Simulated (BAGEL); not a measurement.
# HF/def2-SVPD (density fitting with qzvpp-jkfit) run of BAsNH5 (SMILES NB[AsH2])

Aim: the electronic atomisation energy of BAsNH5 at HF/def2-SVPD (density fitting with qzvpp-jkfit), from 5 runs. 

The results are computed with BAGEL 1.2.2.

25 further runs of the same task are left out: 4 that didn't finish, 21 set aside as unsound or not needed.

**1. The system as given**

BAsNH5 has 8 atoms, charge 0, and is taken as a singlet. As SMILES, `NB[AsH2]`. Geometry: a GFN2-xTB relaxation, a rough one for these elements and not checked as a minimum. This is one conformer, not always the lowest.

Bond lengths: N1–B2 1.380 Å, B2–As3 2.038 Å, N1–H4 1.008 Å, N1–H5 1.008 Å, B2–H6 1.176 Å, As3–H7 1.507 Å, As3–H8 1.504 Å. Angles: N1–B2–As3 119.5°, N1–B2–H6 117.2°, As3–B2–H6 123.3°, B2–N1–H4 123.7°, B2–N1–H5 124.2°, B2–As3–H7 91.7°, B2–As3–H8 94.5°, H4–N1–H5 112.1°, H7–As3–H8 88.6°.

**2. A single-point energy at HF/def2-SVPD (density fitting with qzvpp-jkfit)**

The input, input.json:

```json
{ "bagel" : [

{
  "title" : "molecule",
  "basis" : "def2-svpd.json",
  "df_basis" : "qzvpp-jkfit",
  "angstrom" : true,
  "geometry" : [
    { "atom" : "N", "xyz" : [   -1.089390,    0.754930,   -0.590610 ] },
    { "atom" : "B", "xyz" : [    0.090560,    0.448100,    0.056340 ] },
    { "atom" : "As", "xyz" : [    0.888460,   -1.416800,   -0.142600 ] },
    { "atom" : "H", "xyz" : [   -1.584630,    0.110720,   -1.187870 ] },
    { "atom" : "H", "xyz" : [   -1.556640,    1.645300,   -0.523900 ] },
    { "atom" : "H", "xyz" : [    0.578060,    1.292870,    0.713830 ] },
    { "atom" : "H", "xyz" : [    0.447130,   -1.801180,    1.245830 ] },
    { "atom" : "H", "xyz" : [    2.226450,   -1.033950,    0.428990 ] }
  ]
},
{
  "title" : "hf"
},
{
  "title" : "print",
  "file" : "orbitals.molden",
  "orbitals" : true
}

]}
```

The basis set def2-SVPD is read from a file made from the Basis Set Exchange's data (not shown).

Launch:

```sh
$ BAGEL_NUM_THREADS=1 BAGEL input.json > input.out
```

Output:

```text
* using 1 threads per process

  ===============================================================
  ===============================================================

  *** Geometry ***

  { "atom" : "N", "xyz" : [     -2.058649,      1.426611,     -1.116091 ] },
  { "atom" : "B", "xyz" : [      0.171134,      0.846786,      0.106467 ] },
  { "atom" : "As", "xyz" : [      1.678946,     -2.677364,     -0.269475 ] },
[... 4 lines of this table left out ...]
  { "atom" : "H", "xyz" : [      4.207381,     -1.953882,      0.810674 ] },

  Number of auxiliary basis functions:      508

  Since a DF basis is specified, we compute 2- and 3-index integrals:
    o Being stored without compression. Storage requirement is 0.057 GB

  Number of basis functions:      118
  Number of electrons      :       50

    * METHOD: MOLECULE                             0.24

  *** RHF ***

  === Nuclear Repulsion ===
   156.4348309839

      * DIIS with orbital gradients will be used.

  === RHF iteration (def2-svpd.json) ===
      0      -2315.77800113          0.01558619           0.07
      1      -2315.89837827          0.00975178           0.07
      2      -2315.94273105          0.00138082           0.07
[... 10 lines of this table left out ...]
     13      -2315.94482522          0.00000000           0.07
    * SCF iteration converged.

    * Permanent dipole moment:
           (    0.683360,    -0.578164,     0.168343) a.u.

    * METHOD: HF                                   1.16

    * METHOD: PRINT                                0.02

  ===============================================================
```

Run time: 1.6 s. Hardware: 1 thread of AMD EPYC 9R45 (Zen 5), shared host; peak memory 0.17 GiB.

**3. The As atom, same level**

The input, calc.json:

```json
{ "bagel" : [

{
  "title" : "molecule",
  "basis" : "def2-svpd.json",
  "df_basis" : "qzvpp-jkfit",
  "angstrom" : true,
  "geometry" : [
    { "atom" : "As", "xyz" : [       0.000000,       0.000000,       0.000000 ] }
  ]
},

{ "title" : "uhf", "nopen" : 3 },

{ "title" : "print", "file" : "orbitals.molden", "orbitals" : true }

]}
```

The basis set def2-SVPD is read from a file made from the Basis Set Exchange's data (not shown).

Run the same way, it converges to -2233.91724 Eh (log not shown).

**4. The B atom, same level**

The input, input.json:

```json
{ "bagel": [

{
  "title": "molecule",
  "basis": "def2-svpd.json",
  "df_basis": "qzvpp-jkfit",
  "angstrom": true,
  "geometry": [
    { "atom": "B", "xyz": [       0.000000,       0.000000,       0.000000 ] }
  ]
},

{ "title": "uhf", "nopen": 1 },

{ "title": "print", "file": "orbitals.molden", "orbitals": true }

]}
```

The basis set def2-SVPD is read from a file made from the Basis Set Exchange's data (not shown).

Run the same way, it converges to -24.50142 Eh (log not shown).

**5. The H atom at the same level**

The input, calc.json:

```json
{ "bagel" : [

{
  "title" : "molecule",
  "basis" : "def2-svpd.json",
  "df_basis" : "qzvpp-jkfit",
  "angstrom" : true,
  "geometry" : [
    { "atom" : "H", "xyz" : [    0.000000,    0.000000,    0.000000 ] }
  ]
},
{ "title" : "uhf", "nopen" : 1 },
{ "title" : "print", "file" : "orbitals.molden", "orbitals" : true }

]}
```

The basis set def2-SVPD is read from a file made from the Basis Set Exchange's data (not shown).

Run the same way, it converges to -0.49928 Eh (log not shown).

**6. The N atom at the same level**

The input, job.json:

```json
{ "bagel" : [

{
  "title" : "molecule",
  "basis" : "def2-svpd.json",
  "df_basis" : "qzvpp-jkfit",
  "angstrom" : "true",
  "geometry" : [
    { "atom" : "N", "xyz" : [    0.000000,    0.000000,    0.000000 ] }
  ]
},
{ "title" : "uhf", "nopen" : 3 },
{ "title" : "print", "file" : "orbitals.molden", "orbitals" : "true" }

]}
```

The basis set def2-SVPD is read from a file made from the Basis Set Exchange's data (not shown).

Launch:

```sh
$ BAGEL_NUM_THREADS=1 BAGEL job.json > job.out
```

Output:

```text
* using 1 threads per process

  ===============================================================
  ===============================================================

  *** Geometry ***

  { "atom" : "N", "xyz" : [      0.000000,      0.000000,      0.000000 ] },

  Number of auxiliary basis functions:       77

  Since a DF basis is specified, we compute 2- and 3-index integrals:
    o Being stored without compression. Storage requirement is 0.000 GB

  Number of basis functions:       20
  Number of electrons      :        7

    * METHOD: MOLECULE                             0.01

  *** Open-shell HF ***

  === Nuclear Repulsion ===
     0.0000000000

      * DIIS with orbital gradients will be used.

  === UHF iteration (def2-svpd.json) ===
      0        -54.31881323          0.01598407           0.00
      1        -54.33447903          0.00602751           0.00
      2        -54.33671506          0.00227668           0.00
      3        -54.33723103          0.00023245           0.00
      4        -54.33724330          0.00003072           0.00
      5        -54.33724395          0.00000228           0.00
      6        -54.33724396          0.00000061           0.00
      7        -54.33724396          0.00000008           0.00
      8        -54.33724396          0.00000001           0.00
      9        -54.33724396          0.00000000           0.00
    * SCF iteration converged.

    * S^2 (UHF) is 3.7590

    * Permanent dipole moment:
           (   -0.000000,    -0.000000,     0.000000) a.u.

    * METHOD: UHF                                  0.01

    * METHOD: PRINT                                0.00

  ===============================================================
```

Wall time 0.2 s (1 thread of AMD EPYC 9R45 (Zen 5), shared host).

**7. Outcome**

At HF/def2-SVPD (density fitting with qzvpp-jkfit):

| quantity | value |
| --- | --- |
| molecule: total energy | -2315.94483 Eh |
| molecule: dipole moment | 2.32 D |
| molecule: HOMO energy | -9.41 eV |
| molecule: LUMO energy | 1.99 eV |
| molecule: HOMO–LUMO gap | 11.40 eV |
| As atom: total energy | -2233.91724 Eh |
| As atom: dipole moment | 0.00 D |
| As atom: ⟨S²⟩ | 3.751 |
| B atom: total energy | -24.50142 Eh |
| B atom: dipole moment | 0.00 D |
| B atom: ⟨S²⟩ | 0.760 |
| H atom: total energy | -0.49928 Eh |
| H atom: dipole moment | 0.00 D |
| H atom: ⟨S²⟩ | 0.750 |
| N atom: total energy | -54.33724 Eh |
| N atom: dipole moment | 0.00 D |
| N atom: ⟨S²⟩ | 3.759 |
| electronic atomisation energy | 18.845 eV |

**Reading.** Taking the molecule apart into free atoms costs 18.84 eV (435 kcal/mol), before zero-point energy and without spin-orbit coupling. Hartree–Fock lacks the correlation of the bonding pairs, which as a rule makes this value much too low; in minimal bases other errors can mask that.
